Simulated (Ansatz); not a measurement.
**CH₅GaN₂Si: shape, modes and thermochemistry**

Aim: relax CH₅GaN₂Si from a cheap starting geometry, check the end point by its vibrations and derive ideal-gas thermochemistry.

Method: RKS PBE0-D4/def2-TZVP; program: Ansatz 0.2.0, Gaussian basis.

Levels to be run: relaxation at PBE0-D4/def2-TZVP; harmonic vibrations at the same level.

1 further run of the same task is left out (set aside as unsound or not needed).

### Step 1. The system as given

SMILES `N=C=N[SiH2][GaH2]`, 10 atoms, charge 0, spin multiplicity 1.

Atoms are counted from 1 here; the program's logs count them from 0.

Bond lengths: N1–C2 1.202 Å, N1–H6 0.997 Å, C2–N3 1.200 Å, N3–Si4 1.725 Å, Si4–Ga5 2.423 Å, Si4–H7 1.481 Å, Si4–H8 1.477 Å, Ga5–H9 1.622 Å, Ga5–H10 1.624 Å. Angles: C2–N1–H6 131.4°, N1–C2–N3 168.1°, C2–N3–Si4 146.4°, N3–Si4–Ga5 109.6°, N3–Si4–H7 105.3°, N3–Si4–H8 102.5°, Ga5–Si4–H7 114.8°, Ga5–Si4–H8 114.9°, H7–Si4–H8 108.7°, Si4–Ga5–H9 127.1°, Si4–Ga5–H10 126.9°, H9–Ga5–H10 105.9°.

The start is a GFN2-xTB geometry.

### Step 2. Geometry optimisation, PBE0-D4/def2-TZVP

Contents of in.yaml:

```yaml
crystal:
  periodic: [false, false, false]
  atoms:
    - {symbol: N, position_ang: [0.852930, 0.962700, 2.543040]}
    - {symbol: C, position_ang: [0.720240, 0.077850, 1.740000]}
    - {symbol: N, position_ang: [0.347310, -0.790830, 1.000580]}
    - {symbol: Si, position_ang: [-0.083170, -1.216660, -0.614140]}
    - {symbol: Ga, position_ang: [-0.949490, 0.731490, -1.766000]}
    - {symbol: H, position_ang: [1.640180, 1.252440, 3.081550]}
    - {symbol: H, position_ang: [1.145560, -1.793600, -1.205620]}
    - {symbol: H, position_ang: [-1.062490, -2.302420, -0.407150]}
    - {symbol: H, position_ang: [-2.492330, 1.020020, -2.174500]}
    - {symbol: H, position_ang: [-0.118740, 2.059000, -2.197760]}
basis:
  gaussian: {orbitals: def2-TZVP}
hamiltonian: {xc: pbe0, dispersion: d4}
relax: {f_tol: 0.005, max_steps: 150}
```

Started as:

```sh
$ ansatz run in.yaml --threads 2 --pin off --events-out ev --progress --plain --max-ram 32768MiB --backend cuda --devices 0, --max-vram 18GiB
```

The runs that follow: Harmonic vibrations.

Q: Predict the results of all the runs planned. Wanted: point group; shift from the start; total energy; dispersion term; dipole moment; lowest, highest wavenumber; zero-point energy.

As calculated:

| quantity | value |
| --- | --- |
| point group | C1 |
| steps | 46 |
| shift from the start (rms) | 0.568 Å |
| total energy | -64340.6681 eV |
| dispersion term | -201 meV |
| dipole moment | 1.58 D |
| lowest, highest wavenumber | 26, 3663 cm⁻¹ |
| zero-point energy | 142.8 kJ/mol |
| entropy at 298.15 K | 395.3 J/(mol K) |

**Reading.** The atoms moved 0.57 Å (rms) from the start; the bond that changed most is Ga5–H10, from 1.624 to 1.573 Å. No mode is imaginary: a true minimum at this level. The stiffest mode, 3663 cm⁻¹, is an N–H stretch, and 4 modes under 200 cm⁻¹ make the vibrational entropy uncertain. Harmonic hybrid wavenumbers usually lie a few per cent above measured fundamentals. The largest Mulliken charge, -0.36 e, sits on N1.
